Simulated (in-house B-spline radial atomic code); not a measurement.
**Ge⁷⁺: binding energies from hole states**

How much more does a second hole in Ge⁷⁺ cost because of the first?

Program: in-house B-spline radial atomic code version 1. Level of theory: Dirac-Hartree-Fock, average of configuration, Fermi nucleus, basis-set limit. These are calculated values, not measurements, unless marked.

## (1) What is computed

| Item | Value |
| --- | --- |
| element | germanium (Z = 32) |
| charge | +7 |
| electrons | 25 |
| configuration | [Ar] 3d7 |
| Hamiltonian | Dirac-Coulomb |
| nucleus | Fermi, rms radius 4.074 fm |

Outer shells as boxes (Hund's rule):

[Ar] 3d7
```
[Ar] core
3d [↑↓][↑↓][↑ ][↑ ][↑ ]
```

The boxes draw the filling by Hund's rule, which heavy ions in jj coupling don't follow; these runs average over all states of the configuration.

Settings, as recorded:

```ini
Z = 32
electrons = 25.0
configuration = [Ar] 3d7
hamiltonian = dirac
method = hf
spin_polarised = False
nucleus = fermi
rms_radius = 4.0742
mass_number = 74
atomic_mass = 73.92117776
speed_of_light = 137.035999084
```

The reference is known from an earlier run: -2080.956817 hartree in all. Up to eight levels, counted from the top:

| orbital | occupation | energy (eV) | <r> (bohr) |
| --- | --- | --- | --- |
| 2s1/2 | 2 | -1603.22 | 0.2089 |
| 2p1/2 | 2 | -1436.54 | 0.1810 |
| 2p3/2 | 4 | -1404.33 | 0.1846 |
| 3s1/2 | 2 | -337.63 | 0.6042 |
| 3p1/2 | 2 | -279.46 | 0.6120 |
| 3p3/2 | 4 | -274.57 | 0.6203 |
| 3d3/2 | 2.8 | -181.23 | 0.6268 |
| 3d5/2 | 4.2 | -180.49 | 0.6297 |

Single holes known from earlier runs (ΔSCF): 2s 1585.86 eV, 2p3/2 1385.27 eV, 3p3/2 271.69 eV, 3d 177.76 eV.

## (2) The 2s and 3p3/2 holes

In configurations, a minus sign after the shell means j = l − 1/2 and a plus sign j = l + 1/2; the count of electrons follows.

Settings, as recorded:

```ini
Z = 32
electrons = 23.0
configuration = 1s2 2s1 2p6 3s2 3p-2 3p+3 3d7
hamiltonian = dirac
method = hf
spin_polarised = False
nucleus = fermi
rms_radius = 4.0742
mass_number = 74
atomic_mass = 73.92117776
speed_of_light = 137.035999084
```

## (3) The 2s and 2p3/2 holes

Settings: those of step 2 with these lines changed.

```diff
@@ -2,3 +2,3 @@
 electrons = 23.0
-configuration = 1s2 2s1 2p6 3s2 3p-2 3p+3 3d7
+configuration = 1s2 2s1 2p-2 2p+3 3s2 3p6 3d7
 hamiltonian = dirac
```

## (4) The 2p3/2 and 3d holes

Settings: those of step 3 with these lines changed.

```diff
@@ -2,3 +2,3 @@
 electrons = 23.0
-configuration = 1s2 2s1 2p-2 2p+3 3s2 3p6 3d7
+configuration = 1s2 2s2 2p-2 2p+3 3s2 3p6 3d6
 hamiltonian = dirac
```

## (5) The 2p3/2 and 2p3/2 holes

Settings: those of step 4 with these lines changed.

```diff
@@ -2,3 +2,3 @@
 electrons = 23.0
-configuration = 1s2 2s2 2p-2 2p+3 3s2 3p6 3d6
+configuration = 1s2 2s2 2p-2 2p+2 3s2 3p6 3d7
 hamiltonian = dirac
```

## (6) The 3p3/2 and 3d holes

Settings: those of step 5 with these lines changed.

```diff
@@ -2,3 +2,3 @@
 electrons = 23.0
-configuration = 1s2 2s2 2p-2 2p+2 3s2 3p6 3d7
+configuration = 1s2 2s2 2p6 3s2 3p-2 3p+3 3d6
 hamiltonian = dirac
```

Before running: What does each hole state cost in eV, and how does that compare with the orbital energies or single holes?

The runs gave:

| two holes | ΔSCF (eV) | less the two single holes (eV) |
| --- | --- | --- |
| 2s and 3p3/2 | 1897.37 | 39.83 |
| 2s and 2p3/2 | 3048.96 | 77.84 |
| 2p3/2 and 3d | 1603.15 | 40.12 |
| 2p3/2 and 2p3/2 | 2864.68 | 94.15 |
| 3p3/2 and 3d | 481.65 | 32.20 |

What this shows: Two holes cost more than the sum of each, because the second electron leaves a more charged ion. The excess runs from 32.2 eV (3p3/2 and 3d) to 94.1 eV (2p3/2 and 2p3/2); it tends to be largest where both holes are compact. Values are for the free ion, measured from the vacuum level.
